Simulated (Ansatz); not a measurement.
**C₃H₁₂InNO₂Si: a ladder of functionals and wavefunction methods**

An exercise on one series of results from a longer session: the logs are not shown, and one member is left open.

Computed with Ansatz 0.2.0, Gaussian basis. Level: functionals in def2-TZVPP, the program's frozen cores in correlated methods.

Plan: LDA (SPW92), PBE-D4, revPBE-D4, BLYP-D4, r2SCAN-D4, B97M-V, PBE0-D4, B3LYP-D4, r2SCANh-D4, r2SCAN0-D4, HSE06-D4, BHLYP-D4, CAM-B3LYP-D4, LC-ωPBE, ωB97X-V, ωB97M-V, B2PLYP, PBE-QIDH; CCSD(T)/def2-SVP; CCSD(T)/def2-TZVPP; MP2/def2-QZVPP; extrapolation to the limit; RPA on PBE.

## Structure used throughout

All runs share one geometry, relaxed beforehand with PBE0-D4 in a triple-zeta def2 set. In takes the def2 core potential; no spin-orbit term is included.

20 atoms, charge 0, spin multiplicity 1.

Atoms are counted from 1 here; the program's logs count them from 0.

Bond lengths: C1–O2 1.407 Å, C1–H9 1.098 Å, C1–H10 1.095 Å, C1–H11 1.098 Å, O2–In3 1.972 Å, In3–O4 1.983 Å, In3–N6 1.983 Å, O4–Si5 1.623 Å, Si5–H12 1.488 Å, Si5–H13 1.493 Å, Si5–H14 1.493 Å, N6–C7 1.440 Å, N6–C8 1.441 Å, C7–H15 1.092 Å, C7–H16 1.101 Å, C7–H17 1.100 Å, C8–H18 1.100 Å, C8–H19 1.092 Å and more. Angles: O2–C1–H9 112.7°, O2–C1–H10 108.1°, O2–C1–H11 112.9°, H9–C1–H10 107.6°, H9–C1–H11 107.7°, H10–C1–H11 107.6°, C1–O2–In3 121.2°, O2–In3–O4 117.3°, O2–In3–N6 126.2°, O4–In3–N6 116.4°, In3–O4–Si5 139.4°, O4–Si5–H12 109.5°, O4–Si5–H13 111.8°, O4–Si5–H14 111.8°, H12–Si5–H13 108.2°, H12–Si5–H14 108.2°, H13–Si5–H14 107.2°, In3–N6–C7 123.5° and more.

Set-up of the first run:

File in.yaml:

```yaml
crystal:
  periodic: [false, false, false]
  atoms:
    - {symbol: C, position_ang: [2.287587, 2.121181, 0.026774]}
    - {symbol: O, position_ang: [0.888786, 2.003474, -0.063205]}
    - {symbol: In, position_ang: [0.005272, 0.241319, -0.008744]}
    - {symbol: O, position_ang: [1.164585, -1.349934, 0.226628]}
    - {symbol: Si, position_ang: [2.740033, -1.718969, 0.353796]}
    - {symbol: N, position_ang: [-1.949166, -0.090984, -0.066941]}
    - {symbol: C, position_ang: [-2.923419, 0.940175, -0.315265]}
    - {symbol: C, position_ang: [-2.492381, -1.425392, -0.087389]}
    - {symbol: H, position_ang: [2.807415, 1.655144, -0.820334]}
    - {symbol: H, position_ang: [2.539609, 3.186680, 0.024666]}
    - {symbol: H, position_ang: [2.694963, 1.686357, 0.948886]}
    - {symbol: H, position_ang: [2.897302, -3.196082, 0.447396]}
    - {symbol: H, position_ang: [3.356508, -1.105679, 1.567490]}
    - {symbol: H, position_ang: [3.518664, -1.241173, -0.827458]}
    - {symbol: H, position_ang: [-2.469803, 1.932755, -0.278694]}
    - {symbol: H, position_ang: [-3.402574, 0.827589, -1.299827]}
    - {symbol: H, position_ang: [-3.723100, 0.913991, 0.439464]}
    - {symbol: H, position_ang: [-3.269315, -1.544073, 0.681994]}
    - {symbol: H, position_ang: [-1.716817, -2.168809, 0.107472]}
    - {symbol: H, position_ang: [-2.954140, -1.667560, -1.056708]}
basis:
  gaussian: {orbitals: def2-TZVPP}
hamiltonian: {xc: lda}
output: {orbitals: {seedname: orbitals}}
```

The run is started by

```console
$ ansatz run in.yaml --threads 2 --pin off --events-out ev --progress --plain --max-ram 20480MiB --backend cuda --devices 0, --max-vram 18GiB
```

Among the steps run: LDA; PBE-D4 (GGA); revPBE-D4 (GGA); BLYP-D4 (GGA); r2SCAN-D4 (meta-GGA); B97M-V (meta-GGA); PBE0-D4 (hybrid); B3LYP-D4 (hybrid); r2SCANh-D4 (hybrid); r2SCAN0-D4 (hybrid); HSE06-D4 (hybrid); BHLYP-D4 (hybrid); CAM-B3LYP-D4 (range-separated); LC-ωPBE (range-separated); ωB97X-V (range-separated); ωB97M-V (range-separated); B2PLYP (double hybrid); PBE-QIDH (double hybrid).

One table of the session follows, with a row left open; its other results are not shown here.

It belongs to the step «Orbital energies across the functionals». 

| functional | HOMO (eV) | LUMO (eV) | gap (eV) |
| --- | --- | --- | --- |
| LDA (SPW92) | -5.31 | -2.82 | 2.49 |
| PBE-D4 | -5.16 | -2.52 | 2.64 |
| revPBE-D4 | -5.09 | -2.38 | 2.71 |
| BLYP-D4 | -5.06 | -2.46 | 2.60 |
| r2SCAN-D4 | -5.37 | -2.31 | 3.06 |
| B97M-V | -5.51 | -2.52 | 2.99 |
| PBE0-D4 | -6.41 | -1.59 | 4.82 |
| B3LYP-D4 | -6.22 | -1.90 | 4.32 |
| r2SCANh-D4 | -5.85 | -1.97 | 3.87 |
| r2SCAN0-D4 | -6.57 | -1.48 | 5.09 |
| HSE06-D4 | -6.01 | -1.96 | 4.05 |
| BHLYP-D4 | -7.62 | -0.70 | 6.92 |
| CAM-B3LYP-D4 | -7.77 | -0.61 | 7.17 |
| LC-ωPBE | -9.07 | 0.74 | 9.80 |
| ωB97X-V | -8.76 | 0.48 | 9.24 |
| ωB97M-V | ? | ? | ? |

Q: Estimate the row for ωB97M-V from the others.

**Answer.** HOMO (eV): -8.70; LUMO (eV): 0.26; gap (eV): 8.97. In the column «HOMO (eV)» it lies between ωB97X-V (-8.76) and CAM-B3LYP-D4 (-7.77).
